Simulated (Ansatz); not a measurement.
# AgAs: a listed cell, distorted in several ways

Aim: see how energy, forces, stress and gap of AgAs answer to moves of single atoms, swapped elements. Nothing is relaxed unless a step says so.

Method: DFT PBEsol, scalar-relativistic, plane waves, PAW, in Ansatz 0.2.0.

## 1. The system as given

It takes space group Pmma (No. 51, orthorhombic). The conventional cell has a = 4.991 Å, b = 2.961 Å, c = 5.173 Å, α = 90.00°, β = 90.00°, γ = 90.00°. Ag (site symmetry mm2) has 4 Ag at 2.96 to 3.02 Å and 8 As at 2.98 to 3.03 Å as nearest neighbours. As (site symmetry mm2) has 4 As at 2.96 to 3.03 Å and 8 Ag at 2.98 to 3.03 Å as nearest neighbours.

As a file:

```cif
data_structure
_symmetry_space_group_name_H-M 'Pmma'
_symmetry_Int_Tables_number 51
_cell_length_a 4.9914
_cell_length_b 2.9608
_cell_length_c 5.1727
_cell_angle_alpha 90.000
_cell_angle_beta 90.000
_cell_angle_gamma 90.000
_cell_volume 76.44
loop_
_atom_site_label
_atom_site_type_symbol
_atom_site_symmetry_multiplicity
_atom_site_Wyckoff_symbol
_atom_site_fract_x
_atom_site_fract_y
_atom_site_fract_z
_atom_site_occupancy
Ag1 Ag 2 e 0.25000 0.00000 0.83523 1
As1 As 2 f 0.75000 0.50000 0.66565 1
```

The structure comes from the Materials Project (structure only).

## 2. One atom moved

The change: atom 4 (As) moved by 0.04 Å.

input.yaml

```yaml
crystal:
  lattice:
    - [4.991382, 0.0, 0.0]
    - [0.0, 2.960789, 0.0]
    - [0.0, 0.0, 5.172699]
  atoms:
    - { symbol: Ag, position: [0.25, 0.0, 0.835229] }
    - { symbol: Ag, position: [0.75, 0.0, 0.164771] }
    - { symbol: As, position: [0.75, 0.5, 0.665645] }
    - { symbol: As, position: [0.244995374, 0.5013273489, 0.3271595301] }
basis:
  ecutwfc: 420
kpoints:
  mp_grid: { grid: [8, 12, 8] }
hamiltonian:
  xc: pbesol
scf:
  occupations: { method: gaussian, width: 0.1 }
output:
  forces: true
  stress: true
  eigenvalues: true
```

On the command line:

```console
> ansatz run input.yaml --threads 1 --pin off --max-ram 1331MiB --backend cpu --events-out ev --progress --plain --runs-dir out
```

## 3. Substitution of an element, cell strained: As → Sb, first probe

input.yaml

```yaml
crystal:
  lattice:
    - [5.260426565, 0.0, 0.0]
    - [0.0, 3.417938859, 0.0]
    - [0.0, 0.0, 5.5178167748]
  atoms:
    - { symbol: Ag, position: [0.25, 0.0, 0.8509480373] }
    - { symbol: Ag, position: [0.75, 0.0, 0.1490519627] }
    - { symbol: Sb, position: [0.75, 0.5, 0.7035227823] }
    - { symbol: Sb, position: [0.25, 0.5, 0.2964772177] }
basis:
  ecutwfc: 420
kpoints:
  mp_grid: { grid: [4, 6, 4] }
hamiltonian:
  xc: pbesol
scf:
  occupations: { method: gaussian, width: 0.1 }
output:
  forces: true
  stress: true
  eigenvalues: true
```

## 4. One element swapped, cell strained: As → Sb

Edit input.yaml of step 3 so:

```diff
@@ -13,3 +13,3 @@
 kpoints:
-  mp_grid: { grid: [4, 6, 4] }
+  mp_grid: { grid: [8, 12, 8] }
 hamiltonian:
```

What does the calculation give? Wanted: for each run, case; energy; pressure; largest force.

**Answer**, as computed:

| step | case | energy (meV/atom) | pressure (GPa) | largest force (eV/Å) | gap on the mesh (eV) |
| --- | --- | --- | --- | --- | --- |
| 2 | one atom moved | +0.0 | -5.8 | 0.08 | 0.00 |
| 4 | one element swapped, cell strained: As → Sb | n/a | -7.1 | 0.19 | 0.00 |

Energies are counted from step 2, with the smearing taken to zero. Other atoms or functionals have another zero of energy (n/a). A gap of 0.00 means none on the mesh at this level.

In words: Spin-orbit coupling is left out for Sb.
